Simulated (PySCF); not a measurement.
# CH3F3OSi (SMILES FC(F)(F)O[SiH3]) at 5 levels

Wanted: a comparison of 5 runs (HF/def2-SVP, PBE0/6-31G*, r2SCAN/6-31G*, BP86/def2-TZVP, CCSD(T)/STO-3G) of CH3F3OSi. The job is set up through a Python script.

Program for the calculation: PySCF 2.14.0.

### 1 The structure to begin with

CH3F3OSi has 9 atoms, charge 0, and is taken as a singlet. SMILES: `FC(F)(F)O[SiH3]`. Geometry: relaxed at PBE0-D4/def2-TZVP.

Bond lengths: F1–C2 1.338 Å, C2–F3 1.345 Å, C2–F4 1.326 Å, C2–O5 1.328 Å, O5–Si6 1.679 Å, Si6–H7 1.480 Å, Si6–H8 1.481 Å, Si6–H9 1.476 Å. Some angles: F1–C2–F3 106.8°, F1–C2–F4 107.8°, F1–C2–O5 111.9°, F3–C2–F4 107.9°, F3–C2–O5 112.1°, F4–C2–O5 110.1°, C2–O5–Si6 126.7°, O5–Si6–H7 109.6°, O5–Si6–H8 109.5°, O5–Si6–H9 103.9°.

### 2 Energy and gradient at HF/def2-SVP (run 1)

calc.py

```python
from pyscf import gto

mol = gto.M(
    atom=[
    ('F', (0.409800, -0.117400, -2.049100)),
    ('C', (0.966000, -0.344900, -0.854000)),
    ('F', (0.679500, -1.617500, -0.527800)),
    ('F', (2.281200, -0.246700, -0.993200)),
    ('O', (0.538000, 0.514800, 0.063400)),
    ('Si', (-0.909400, 0.439800, 0.910200)),
    ('H', (-0.822500, -0.610100, 1.949300)),
    ('H', (-2.018100, 0.154400, -0.028900)),
    ('H', (-1.036200, 1.781400, 1.513000)),
],
    max_memory=1860,
    basis='def2-svp',
    verbose=4,
)

myscf = mol.RHF()
myscf.conv_tol = 1e-10
myscf.kernel()
if not myscf.converged:
    myscf = myscf.newton().run(myscf.mo_coeff, myscf.mo_occ)

e_final = myscf.e_tot
print('E = %.10f Eh' % e_final)
grad = myscf.nuc_grad_method().kernel()
dip = myscf.dip_moment()
pop, q = myscf.mulliken_pop()
```

Run with:

```console
$ OMP_NUM_THREADS=1 python calc.py
```

Log:

```text
PySCF version 2.14.0

[... 65 lines left out ...]
converged SCF energy = -701.364249435306
[... 12 lines left out ...]
Dipole moment(X, Y, Z, Debye): -1.90038,  0.49278,  1.56927
[... 74 lines left out ...]
pop of  5 Si 4s           0.12501
pop of  5 Si 2px          1.97939
pop of  5 Si 2py          1.98167
pop of  5 Si 2pz          1.98089
pop of  5 Si 3px          0.32703
pop of  5 Si 3py          0.44192
pop of  5 Si 3pz          0.40096
pop of  5 Si 4px          0.13547
pop of  5 Si 4py          0.30986
pop of  5 Si 4pz          0.24623
pop of  5 Si 3dxy         0.02219
pop of  5 Si 3dyz         0.07477
pop of  5 Si 3dz^2        0.02403
pop of  5 Si 3dxz         0.08472
pop of  5 Si 3dx2-y2      0.08195
pop of  6 H 1s            0.75040
pop of  6 H 2s            0.37182
pop of  6 H 2px           0.00037
pop of  6 H 2py           0.00558
pop of  6 H 2pz           0.00542
pop of  7 H 1s            0.74978
pop of  7 H 2s            0.37150
pop of  7 H 2px           0.00609
pop of  7 H 2py           0.00094
pop of  7 H 2pz           0.00433
pop of  8 H 1s            0.74915
pop of  8 H 2s            0.37918
pop of  8 H 2px           0.00038
pop of  8 H 2py           0.00881
pop of  8 H 2pz           0.00213
 ** Mulliken atomic charges  **
charge of    0F =     -0.29196
charge of    1C =      1.04209
charge of    2F =     -0.30891
charge of    3F =     -0.26912
charge of    4O =     -0.63964
charge of    5Si =      0.87340
charge of    6H =     -0.13359
charge of    7H =     -0.13263
charge of    8H =     -0.13966
```

Run time: 9.6 s. Hardware: 1 thread of Intel Xeon at 2.70GHz, shared host; peak memory 0.23 GiB.

### 3 Energy and gradient at PBE0/6-31G(d) (spherical functions) (run 2)

input.py

```python
# FC(F)(F)O[SiH3]
import pyscf.grad
from pyscf import gto, dft

molecule = gto.M(
    atom='''
F      0.409800    -0.117400    -2.049100
C      0.966000    -0.344900    -0.854000
F      0.679500    -1.617500    -0.527800
F      2.281200    -0.246700    -0.993200
O      0.538000     0.514800     0.063400
Si    -0.909400     0.439800     0.910200
H     -0.822500    -0.610100     1.949300
H     -2.018100     0.154400    -0.028900
H     -1.036200     1.781400     1.513000
''',
    charge=0,
    verbose=3,
    basis='6-31g*',
    max_memory=1860,
)

mf = dft.RKS(molecule, xc='pbe0')
mf.grids.level = 5
mf.conv_tol = 1e-10
mf.kernel()
if not mf.converged:
    mf = mf.newton().run(mf.mo_coeff, mf.mo_occ)

e_tot = mf.e_tot
print('Final energy', e_tot)
grad = mf.Gradients().kernel()
dip = mf.dip_moment()
pop, q = mf.mulliken_pop()
```

Run with:

```console
$ OMP_NUM_THREADS=1 python input.py
```

Log:

```text
converged SCF energy = -703.643643425735
Final energy -703.6436434257351
--------------- RKS gradients ---------------
         x                y                z
0 F     0.0019756528    -0.0009785283     0.0022181629
1 C    -0.0011190483     0.0027611806     0.0033638961
2 F     0.0015626252     0.0025901152    -0.0016921621
3 F    -0.0033778676    -0.0008435821    -0.0001754164
4 O    -0.0059909835    -0.0051211511    -0.0003142642
5 Si     0.0040317990     0.0017541152    -0.0016367410
6 H     0.0008159745     0.0006238022    -0.0013973249
7 H     0.0015220219     0.0001384201     0.0003053169
8 H     0.0005776135    -0.0009245970    -0.0006652337
----------------------------------------------
Dipole moment(X, Y, Z, Debye): -1.59489,  0.38431,  1.29739
 ** Mulliken pop  **
pop of  0 F 1s            1.99743
pop of  0 F 2s            0.93553
pop of  0 F 3s            1.03956
pop of  0 F 2px           1.14064
pop of  0 F 2py           1.18030
pop of  0 F 2pz           0.98267
pop of  0 F 3px           0.69659
pop of  0 F 3py           0.71793
pop of  0 F 3pz           0.58821
pop of  0 F 3dxy          0.00098
pop of  0 F 3dyz          0.00352
pop of  0 F 3dz^2         0.00607
pop of  0 F 3dxz          0.00541
pop of  0 F 3dx2-y2       0.00109
pop of  1 C 1s            1.99528
pop of  1 C 2s            0.68748
pop of  1 C 3s           -0.06184
pop of  1 C 2px           0.58898
pop of  1 C 2py           0.59379
pop of  1 C 2pz           0.60854
pop of  1 C 3px           0.08773
pop of  1 C 3py           0.10226
pop of  1 C 3pz           0.09244
pop of  1 C 3dxy          0.03343
pop of  1 C 3dyz          0.04061
pop of  1 C 3dz^2         0.04662
pop of  1 C 3dxz          0.03918
pop of  1 C 3dx2-y2       0.05073
pop of  2 F 1s            1.99744
pop of  2 F 2s            0.93456
pop of  2 F 3s            1.04574
pop of  2 F 2px           1.16955
pop of  2 F 2py           0.96023
pop of  2 F 2pz           1.17274
pop of  2 F 3px           0.71748
pop of  2 F 3py           0.57500
pop of  2 F 3pz           0.71354
pop of  2 F 3dxy          0.00415
pop of  2 F 3dyz          0.00430
pop of  2 F 3dz^2         0.00233
pop of  2 F 3dxz          0.00060
pop of  2 F 3dx2-y2       0.00567
pop of  3 F 1s            1.99742
pop of  3 F 2s            0.93690
pop of  3 F 3s            1.03320
pop of  3 F 2px           0.93401
pop of  3 F 2py           1.18565
pop of  3 F 2pz           1.18605
pop of  3 F 3px           0.55389
pop of  3 F 3py           0.71996
pop of  3 F 3pz           0.71839
pop of  3 F 3dxy          0.00398
pop of  3 F 3dyz          0.00034
pop of  3 F 3dz^2         0.00250
pop of  3 F 3dxz          0.00399
pop of  3 F 3dx2-y2       0.00672
pop of  4 O 1s            1.99727
pop of  4 O 2s            0.88343
pop of  4 O 3s            0.96085
pop of  4 O 2px           0.99449
pop of  4 O 2py           1.00122
pop of  4 O 2pz           0.96847
pop of  4 O 3px           0.57420
pop of  4 O 3py           0.62371
pop of  4 O 3pz           0.56664
pop of  4 O 3dxy          0.00339
pop of  4 O 3dyz          0.00563
pop of  4 O 3dz^2         0.00323
pop of  4 O 3dxz          0.00286
pop of  4 O 3dx2-y2       0.00492
pop of  5 Si 1s           1.99966
pop of  5 Si 2s           1.99611
pop of  5 Si 3s           0.97834
pop of  5 Si 4s           0.21493
pop of  5 Si 2px          1.98712
pop of  5 Si 2py          1.98877
pop of  5 Si 2pz          1.98820
pop of  5 Si 3px          0.49102
pop of  5 Si 3py          0.69989
pop of  5 Si 3pz          0.62645
pop of  5 Si 4px          0.03619
pop of  5 Si 4py          0.11867
pop of  5 Si 4pz          0.08802
pop of  5 Si 3dxy         0.01836
pop of  5 Si 3dyz         0.05641
pop of  5 Si 3dz^2        0.01988
pop of  5 Si 3dxz         0.06744
pop of  5 Si 3dx2-y2      0.06312
pop of  6 H 1s            0.50194
pop of  6 H 2s            0.56017
pop of  7 H 1s            0.50141
pop of  7 H 2s            0.56074
pop of  8 H 1s            0.50179
pop of  8 H 2s            0.55753
 ** Mulliken atomic charges  **
charge of    0F =     -0.29592
charge of    1C =      1.09475
charge of    2F =     -0.30334
charge of    3F =     -0.28300
charge of    4O =     -0.59032
charge of    5Si =      0.56141
charge of    6H =     -0.06211
charge of    7H =     -0.06215
charge of    8H =     -0.05932
```

It took 43 s on 1 thread of Intel Xeon at 2.70GHz, shared host; peak memory 0.93 GiB.

Runs 3 to 4 aren't shown in full; the table further down has their settings and results.

### 4 The energy at CCSD(T)/STO-3G (run 5)

calc.py

```python
from pyscf import gto, cc

mol = gto.Mole()
mol.atom = '''
F        0.409800      -0.117400      -2.049100
C        0.966000      -0.344900      -0.854000
F        0.679500      -1.617500      -0.527800
F        2.281200      -0.246700      -0.993200
O        0.538000       0.514800       0.063400
Si      -0.909400       0.439800       0.910200
H       -0.822500      -0.610100       1.949300
H       -2.018100       0.154400      -0.028900
H       -1.036200       1.781400       1.513000
'''
mol.max_memory = 1860
mol.basis = 'sto-3g'
mol.charge = 0
mol.spin = 0
mol.verbose = 4
mol.build()

mf = mol.RHF()
mf.conv_tol = 1e-10
mf.kernel()
if not mf.converged:
    mf = mf.newton().run(mf.mo_coeff, mf.mo_occ)

mycc = cc.CCSD(mf, frozen=10)
mycc.kernel()
e_t = mycc.ccsd_t()
energy = mycc.e_tot + e_t
print(f'total energy: {energy:.8f} hartree')
dip = mf.dip_moment()
pop, q = mf.mulliken_pop()
```

Run with:

```console
$ OMP_NUM_THREADS=1 python calc.py
```

Log:

```text
PySCF version 2.14.0

[... 63 lines left out ...]
converged SCF energy = -692.752931975892
[... 12 lines left out ...]
Init t2, MP2 energy = -692.91819253959  E_corr(MP2) -0.16526056369827
[... 11 lines left out ...]
CCSD converged
[... 2 lines left out ...]
total energy: -692.96813229 hartree
Dipole moment(X, Y, Z, Debye): -1.75613,  0.25121,  1.31717
[... 8 lines left out ...]
pop of  1 C 2px           0.79157
pop of  1 C 2py           0.78491
pop of  1 C 2pz           0.80140
pop of  2 F 1s            1.99903
pop of  2 F 2s            1.94194
pop of  2 F 2px           1.92246
pop of  2 F 2py           1.40440
pop of  2 F 2pz           1.91598
pop of  3 F 1s            1.99897
pop of  3 F 2s            1.93921
pop of  3 F 2px           1.33892
pop of  3 F 2py           1.94393
pop of  3 F 2pz           1.94112
pop of  4 O 1s            1.99737
pop of  4 O 2s            1.78740
pop of  4 O 2px           1.54235
pop of  4 O 2py           1.62370
pop of  4 O 2pz           1.52116
pop of  5 Si 1s           1.99961
pop of  5 Si 2s           1.98726
pop of  5 Si 3s           1.15101
pop of  5 Si 2px          1.96339
pop of  5 Si 2py          1.96578
pop of  5 Si 2pz          1.96520
pop of  5 Si 3px          0.59568
pop of  5 Si 3py          0.79668
pop of  5 Si 3pz          0.73013
pop of  6 H 1s            1.14706
pop of  7 H 1s            1.14767
pop of  8 H 1s            1.14124
 ** Mulliken atomic charges  **
charge of    0F =     -0.17770
charge of    1C =      0.58633
charge of    2F =     -0.18381
charge of    3F =     -0.16214
charge of    4O =     -0.47197
charge of    5Si =      0.84526
charge of    6H =     -0.14706
charge of    7H =     -0.14767
charge of    8H =     -0.14124
```

Wall time 1.5 s (1 thread of Intel Xeon at 2.70GHz, shared host); peak memory 0.12 GiB.

### 5 Overview of the runs

```tsv
run	level	integration grid	task	energy (Eh)	dipole moment (D) of the reference	HOMO energy (eV)	LUMO energy (eV)	wall time
1	HF/def2-SVP	–	gradient	-701.364249	2.51	-13.49	3.68	9.6 s
2	PBE0/6-31G* (spherical functions)	5	gradient	-703.643643	2.09	-9.54	0.16	43 s
3	r2SCAN/6-31G* (spherical functions)	5	gradient	-703.962859	2.01	-8.35	-0.22	62 s
4	BP86/def2-TZVP	5	gradient	-704.418394	2.01	-8.30	-1.09	3.9 min
5	CCSD(T)/STO-3G	–	energy	-692.968132	2.21	-10.20	12.11	1.5 s
```

### 6 What came out

| quantity | value |
| --- | --- |
| run 5: total energy | -692.96813 Eh |
| run 5: dipole moment (Hartree–Fock density) | 2.21 D |
| run 5: HOMO energy (Hartree–Fock orbitals) | -10.20 eV |
| run 5: LUMO energy (Hartree–Fock orbitals) | 12.11 eV |
| run 5: HOMO–LUMO gap (Hartree–Fock orbitals) | 22.31 eV |
| run 5: correlation energy (10 core orbitals frozen) | -215.2 mEh |
| run 5: (T) correction | -6.56 mEh |
| run 5: T1 diagnostic | 0.009 |

What this shows: Over runs 1, 2, 3, 4 the dipole moment (its size) runs from 2.01 D (r2SCAN/6-31G*) to 2.51 D (HF/def2-SVP). The two ends differ in method and basis. Over runs 1, 2, 3, 4 the HOMO–LUMO gap runs from 7.22 eV (BP86/def2-TZVP) to 17.18 eV (HF/def2-SVP). Totals of different functionals can't be ranked against each other. In run 5 the basis is minimal, so the values are rough. All runs together took 5.9 min, the longest 3.9 min.
